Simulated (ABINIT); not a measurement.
Runs of ABINIT 10.8.3 (patched build) on BiTe. It takes space group Fm-3m (No. 225, cubic). The conventional cell has a = 6.470 Å, b = 6.470 Å, c = 6.470 Å, α = 90.00°, β = 90.00°, γ = 90.00°. Bi (site symmetry m-3m) has 6 Te at 3.23 Å as nearest neighbours. Around Te (site symmetry m-3m) lie 6 Bi at 3.23 Å. 

```tsv
task	level	potentials or basis	k mesh	cutoff (eV)	fine-grid cutoff	gap on the mesh (eV)	pressure (GPa)	V0 of scaled cells (Å³/atom)	B0 (GPa)
band structure	PBEsol	PseudoDojo NC SR PBEsol v0.4.1 standard	7 × 7 × 7	1088	-	none	(c)	-	-
equation of state	r2SCAN	JTH PAW PBE v2.0	7 × 7 × 7	707	1306.15 eV	-	-	33.90	51
single point	PBE	PseudoDojo NC SR PBE v0.4.1 standard	5 × 5 × 5	952	-	none	0.6	-	-
equation of state	PBEsol	JTH PAW PBE v2.0	7 × 7 × 7	599	1197.3 eV	-	-	32.79	(b)
band structure	PBE	JTH PAW PBE v2.0	7 × 7 × 7	599	1197.3 eV	none	0.8	-	-
equation of state	LDA	JTH PAW LDA v2.0	7 × 7 × 7	816	1414.99 eV	-	-	32.05	(a)
equation of state	PBE	JTH PAW PBE v2.0	7 × 7 × 7	599	1197.3 eV	-	-	34.45	47
```

Alike in all rows: no spin polarisation; cell as given; smearing fermi-dirac 0.05 eV.

**Question.** Fill in the values left out.

**Answer.** (a) 57; (b) 53; (c) -1.5.

Caveats: spin-orbit coupling is left out, which moves the levels of the heavy elements; pressures at fixed basis lie under the slope of the energies (some runs); the PAW data sets were made with another functional, which shifts forces and pressure a little (some runs).

A k mesh can miss the band edges, and the runs leave out spin-orbit coupling on Bi, Te.

A gap of «none» marks a metal or a gap under the smearing width.

Not every run made on this cell is shown here.
